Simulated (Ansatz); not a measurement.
# C7H14: a ladder of functionals and wavefunction methods

Aim: compute C7H14 with functionals from several rungs and with coupled cluster. The yardstick is the atomisation energy at the CCSD(T) limit.

Computed with Ansatz 0.2.0, Gaussian basis. Level: functionals in def2-TZVPP, the program's frozen cores in correlated methods.

The runs, in order: LDA (SPW92), PBE-D4, revPBE-D4, BLYP-D4, r2SCAN-D4, B97M-V, PBE0-D4, B3LYP-D4, r2SCANh-D4, r2SCAN0-D4, HSE06-D4, BHLYP-D4, CAM-B3LYP-D4, LC-ωPBE, ωB97X-V, ωB97M-V, B2PLYP, PBE-QIDH; CCSD(T)/def2-SVP; CCSD(T)/def2-TZVPP; MP2/def2-QZVPP; extrapolation to the limit; RPA on PBE.

## Step 1: The relaxed structure

The geometry comes from an earlier relaxation with PBE0-D4 in a triple-zeta def2 set; it is a stationary point, not always the lowest conformer.

21 atoms, charge 0, spin multiplicity 1.

Atoms are counted from 1 here; the program's logs count them from 0.

Bond lengths: C1–C2 1.496 Å, C1–H8 1.089 Å, C1–H9 1.095 Å, C1–H10 1.095 Å, C2–C3 1.498 Å, C2–C4 1.333 Å, C3–H11 1.096 Å, C3–H12 1.091 Å, C3–H13 1.096 Å, C4–C5 1.496 Å, C4–H14 1.091 Å, C5–C6 1.526 Å, C5–C7 1.527 Å, C5–H15 1.094 Å, C6–H16 1.093 Å, C6–H17 1.092 Å, C6–H18 1.094 Å, C7–H19 1.092 Å and more. Angles: C2–C1–H8 113.4°, C2–C1–H9 110.4°, C2–C1–H10 110.4°, H8–C1–H9 108.0°, H8–C1–H10 108.0°, H9–C1–H10 106.3°, C1–C2–C3 114.4°, C1–C2–C4 124.8°, C3–C2–C4 120.8°, C2–C3–H11 110.9°, C2–C3–H12 111.8°, C2–C3–H13 110.9°, H11–C3–H12 108.3°, H11–C3–H13 106.4°, H12–C3–H13 108.3°, C2–C4–C5 128.8°, C2–C4–H14 117.1°, C5–C4–H14 114.1° and more.

## Step 2: LDA

This LDA is Slater exchange with PW92 correlation.

Input file in.yaml:

```yaml
crystal:
  periodic: [false, false, false]
  atoms:
    - {symbol: C, position_ang: [1.769182, -0.183040, 1.284941]}
    - {symbol: C, position_ang: [0.981516, -0.877968, 0.219092]}
    - {symbol: C, position_ang: [1.542739, -2.201895, -0.199515]}
    - {symbol: C, position_ang: [-0.129410, -0.399583, -0.341263]}
    - {symbol: C, position_ang: [-0.839493, 0.888308, -0.066035]}
    - {symbol: C, position_ang: [-2.274152, 0.618607, 0.380046]}
    - {symbol: C, position_ang: [-0.819944, 1.780829, -1.304714]}
    - {symbol: H, position_ang: [1.346546, 0.776543, 1.578539]}
    - {symbol: H, position_ang: [1.838990, -0.810852, 2.179884]}
    - {symbol: H, position_ang: [2.797263, -0.010697, 0.948233]}
    - {symbol: H, position_ang: [1.600868, -2.889398, 0.651686]}
    - {symbol: H, position_ang: [0.937228, -2.670286, -0.976734]}
    - {symbol: H, position_ang: [2.564466, -2.091706, -0.579642]}
    - {symbol: H, position_ang: [-0.601213, -1.012250, -1.111115]}
    - {symbol: H, position_ang: [-0.329919, 1.421281, 0.742002]}
    - {symbol: H, position_ang: [-2.806455, 1.553240, 0.576845]}
    - {symbol: H, position_ang: [-2.298393, 0.011909, 1.287807]}
    - {symbol: H, position_ang: [-2.824705, 0.078989, -0.396872]}
    - {symbol: H, position_ang: [0.203231, 2.014782, -1.606308]}
    - {symbol: H, position_ang: [-1.347998, 2.720447, -1.120019]}
    - {symbol: H, position_ang: [-1.310349, 1.282748, -2.146862]}
basis:
  gaussian: {orbitals: def2-TZVPP}
hamiltonian: {xc: lda}
output: {orbitals: {seedname: orbitals}}
```

On the command line:

```bash
$ ansatz run in.yaml --threads 2 --pin off --events-out ev --progress --plain --max-ram 32768MiB --backend cuda --devices 0, --max-vram 18GiB
```

Further steps of the session: PBE-D4 (GGA); revPBE-D4 (GGA); BLYP-D4 (GGA); r2SCAN-D4 (meta-GGA); B97M-V (meta-GGA); PBE0-D4 (hybrid); B3LYP-D4 (hybrid); r2SCANh-D4 (hybrid); r2SCAN0-D4 (hybrid); HSE06-D4 (hybrid); BHLYP-D4 (hybrid); CAM-B3LYP-D4 (range-separated); LC-ωPBE (range-separated); ωB97X-V (range-separated); ωB97M-V (range-separated); B2PLYP (double hybrid); PBE-QIDH (double hybrid); CCSD(T) in def2-SVP; CCSD(T) in def2-TZVPP; MP2 in def2-QZVPP; RPA on PBE orbitals.

Q: Predict the results of all the runs planned. Wanted: atomisation energy, CCSD(T)/CBS; farthest beyond LDA; mean size of error, GGA; mean size of error, meta-GGA; mean size of error, hybrid; mean size of error, range-separated; mean size of error, double hybrid; gap, smallest and largest; T1 diagnostic.

**Answer**, as computed:

| quantity | value |
| --- | --- |
| atomisation energy, CCSD(T)/CBS | 2042.3 kcal/mol |
| functionals within 10.2 kcal/mol (0.5 %) | revPBE-D4, BLYP-D4, r2SCAN-D4, B97M-V, B3LYP-D4, r2SCANh-D4, LC-ωPBE, ωB97X-V, ωB97M-V, PBE-QIDH |
| farthest beyond LDA | PBE-D4 (+40.8 kcal/mol) |
| mean size of error, GGA | 16.3 kcal/mol |
| mean size of error, meta-GGA | 6.0 kcal/mol |
| mean size of error, hybrid | 15.5 kcal/mol |
| mean size of error, range-separated | 5.0 kcal/mol |
| mean size of error, double hybrid | 9.3 kcal/mol |
| gap, smallest and largest | 5.26 eV (LDA (SPW92)), 12.36 eV (LC-ωPBE) |
| T1 diagnostic | 0.0093 |
| triples share of the correlation energy | 4.0 % |

**Reading.** The LDA atomisation energy is off by 271.9 kcal/mol (13 %): it overbinds. PBE-D4 is off by +40.8 kcal/mol. Double hybrids carry the basis error of their MP2 part in triple zeta, and no dispersion term here, so their miss is partly the set-up's. The rungs range-separated, meta-GGA, double hybrid miss on average by less than the doubt on the reference (10.2 kcal/mol), so they tie. The reference freezes the cores and leaves out relativity and excitations past (T), so misses under about 10.2 kcal/mol can't be ranked. Hartree-Fock recovers 76 % of the binding; the rest is correlation. CCSD(T) in def2-SVP is off by -69.2 kcal/mol, which most functionals beat. The gap grows from 5.3 to 12.4 eV across the functionals, mostly with the share of exact exchange.
